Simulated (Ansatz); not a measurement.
# GaBH₄O: how energies converge with the basis set

Aim: see how fast density functionals converge with the basis set for GaBH₄O.

Computed with Ansatz 0.2.0, Gaussian basis. Level: one geometry, several basis sets.

The runs, in order: PBE0-D4/def2-SVP; ωB97M-V/def2-SVP; PBE0-D4/def2-QZVPP; ωB97M-V/def2-QZVPP; the functionals' def2-TZVPP values are taken from earlier runs.

**1. The relaxed structure**

All runs share one geometry, relaxed beforehand with PBE0-D4/def2-TZVP.

SMILES `[BH2][GaH][OH]`, 7 atoms, charge 0, spin multiplicity 1.

Atoms are counted from 1 here; the program's logs count them from 0.

Bond lengths: B1–Ga2 2.082 Å, B1–H4 1.197 Å, B1–H5 1.197 Å, Ga2–O3 1.799 Å, Ga2–H6 1.566 Å, O3–H7 0.959 Å. Angles: Ga2–B1–H4 121.9°, Ga2–B1–H5 121.9°, H4–B1–H5 116.1°, B1–Ga2–O3 119.8°, B1–Ga2–H6 129.7°, O3–Ga2–H6 110.5°, Ga2–O3–H7 114.6°.

**2. PBE0-D4 in def2-SVP**

Contents of in.yaml:

```yaml
crystal:
  periodic: [false, false, false]
  atoms:
    - {symbol: B, position_ang: [-1.372810, 0.018298, 0.020404]}
    - {symbol: Ga, position_ang: [0.638609, 0.008523, 0.559121]}
    - {symbol: O, position_ang: [1.905214, -0.084042, -0.714503]}
    - {symbol: H, position_ang: [-2.005094, -0.993007, -0.084312]}
    - {symbol: H, position_ang: [-1.965789, 1.035751, -0.195563]}
    - {symbol: H, position_ang: [1.293709, 0.071991, 1.980129]}
    - {symbol: H, position_ang: [1.567460, -0.125515, -1.610878]}
basis:
  gaussian: {orbitals: def2-SVP}
hamiltonian: {xc: pbe0, dispersion: d4}
output: {orbitals: {seedname: orbitals}}
```

On the command line:

```sh
ansatz run in.yaml --threads 2 --pin off --events-out ev --progress --plain --max-ram 4352MiB
```

Further steps of the session: ωB97M-V in def2-SVP; PBE0-D4 in def2-QZVPP; ωB97M-V in def2-QZVPP.

**Question.** What will the summary of the whole plan be? Wanted: PBE0-D4: double and triple zeta above quadruple; ωB97M-V: double and triple zeta above quadruple.

The runs gave:

```
                                       quantity           value
PBE0-D4: double and triple zeta above quadruple  11.53, 1.37 eV
ωB97M-V: double and triple zeta above quadruple  11.61, 1.33 eV
```

What this shows: For PBE0-D4 the step from double to triple zeta gains 10.16 eV and the next only 1.37 eV. These are total energies; as a rule much of such shifts cancels in differences, which this series doesn't test.
